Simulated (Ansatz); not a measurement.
**FHSSn: vertical and adiabatic energies of changing the electron count from a Python script**

Aim: vertical and adiabatic energies of changing the electron count, for FHSSn, run from a script. SMILES: [F][Sn][SH].

Computed with the Python package of Ansatz 0.2.0. Level of theory: B3LYP+D4/def2-SVP.

## 1. The system

Bond lengths: F1–Sn2 1.917 Å, Sn2–S3 2.402 Å, S3–H4 1.396 Å. Angles: F1–Sn2–S3 107.9°, Sn2–S3–H4 94.9°.

No structure file is read: the coordinates are typed or built in the script.

## 2. The script

adiabatic.py reads:

```python
"""Vertical and adiabatic ionisation of FHSSn."""

import itertools

import ansatz as az
from ase import Atoms
from ase.data import atomic_numbers, covalent_radii
import numpy as np


def main() -> None:
    atoms = Atoms(["F", "Sn", "S", "H"], positions=[
        (-2.0409, -0.147, 0.2889),
        (-0.4792, 0.8139, 0.8469),
        (1.2857, 0.3228, -0.7059),
        (1.2899, -1.05, -0.4502),
    ])
    system = az.Crystal.molecule_from_ase(atoms)

    base = (
        system.calculation()
        .basis(gaussian="def2-SVP")
        .functional("b3lyp", dispersion="d4")
        .accuracy("medium")
    )
    symbols = [site.symbol for site in system.cartesian_sites]
    start = np.array([site.position_ang for site in system.cartesian_sites], dtype=float)
    r = base.relax(force_tolerance=0.01).run(threads=1).report
    end = np.array(r["positions_ang"])

    minimum = az.Crystal.molecule()
    for symbol, place in zip(symbols, end):
        minimum = minimum.atom(symbol, place.tolist())
    ion = (
        minimum.calculation()
        .basis(gaussian="def2-SVP")
        .functional("b3lyp", dispersion="d4")
        .accuracy("medium")
        .charge(1)
        .spin("collinear", total=1)
    )
    vertical = ion.run(threads=1).report
    settled = ion.relax(force_tolerance=0.01, max_steps=80).run(threads=1).report
    print(f"vertical ionisation energy   {vertical['free_energy_ev'] - r['free_energy_ev']:.3f} eV")
    print(f"adiabatic, no zero point     {settled['free_energy_ev'] - r['free_energy_ev']:.3f} eV")
    print(f"relaxation energy of the ion {vertical['free_energy_ev'] - settled['free_energy_ev']:.3f} eV")
    ionised = np.array(settled["positions_ang"])
    # pairs closer than 1.2 times the sum of covalent radii, before or after
    radius = [covalent_radii[atomic_numbers[s]] for s in symbols]
    span = lambda where, i, j: np.linalg.norm(where[i] - where[j])
    bonded = [(i, j) for i, j in itertools.combinations(range(len(symbols)), 2) if min(span(end, i, j), span(ionised, i, j)) < 1.2 * (radius[i] + radius[j])]
    print("pair        before    after (A)")
    for i, j in bonded:
        print(f"{symbols[i]}{i}-{symbols[j]}{j}".ljust(10), f"{span(end, i, j):8.4f} {span(ionised, i, j):8.4f}")


if __name__ == "__main__":
    main()
```

## 3. The calls as engine input

The engine receives this input (first run):

```yaml
crystal:
  periodic: [false, false, false]
  atoms:
    - { symbol: F, position_ang: [-2.0409, -0.147, 0.2889] }
    - { symbol: Sn, position_ang: [-0.4792, 0.8139, 0.8469] }
    - { symbol: S, position_ang: [1.2857, 0.3228, -0.7059] }
    - { symbol: H, position_ang: [1.2899, -1.05, -0.4502] }
accuracy: medium
basis:
  gaussian:
    orbitals: def2-SVP
hamiltonian:
  xc: b3lyp
  dispersion: d4
relax:
  f_tol: 0.01
```

## 4. Launch

On the command line:

```
$ python adiabatic.py
```

Without the output at hand: what should come out? Wanted: vertical ionisation energy; adiabatic ionisation energy, no zero point.

**Answer**, as computed:

| quantity | value |
| --- | --- |
| vertical ionisation energy | 9.640 eV |
| adiabatic ionisation energy, no zero point | 9.170 eV |
| runs compared | 3 |

**Reading.** The ionisation energy is a difference of two total energies at the neutral geometry; letting the ion relax lowers it by 0.47 eV. In CPU time, run 3 cost about 4.1 times as much as run 2. Run 1: After 8 moves the largest shift is 0.601 Å, of atom 4 (H). Run 3: The relaxation took 8 moves; the largest shift is 0.285 Å, of atom 2 (Sn). Caveats:
- The energies are electronic: no zero-point or thermal terms, and the basis set is short of its limit. The product may relax into another structure. The relaxation finds the nearest minimum, so the adiabatic value is an upper bound.
- def2 sets replace the cores of elements past krypton by effective core potentials.
- b3lyp holds the VWN-RPA fit, as in Gaussian; the form of ORCA and Turbomole is b3lyp5.
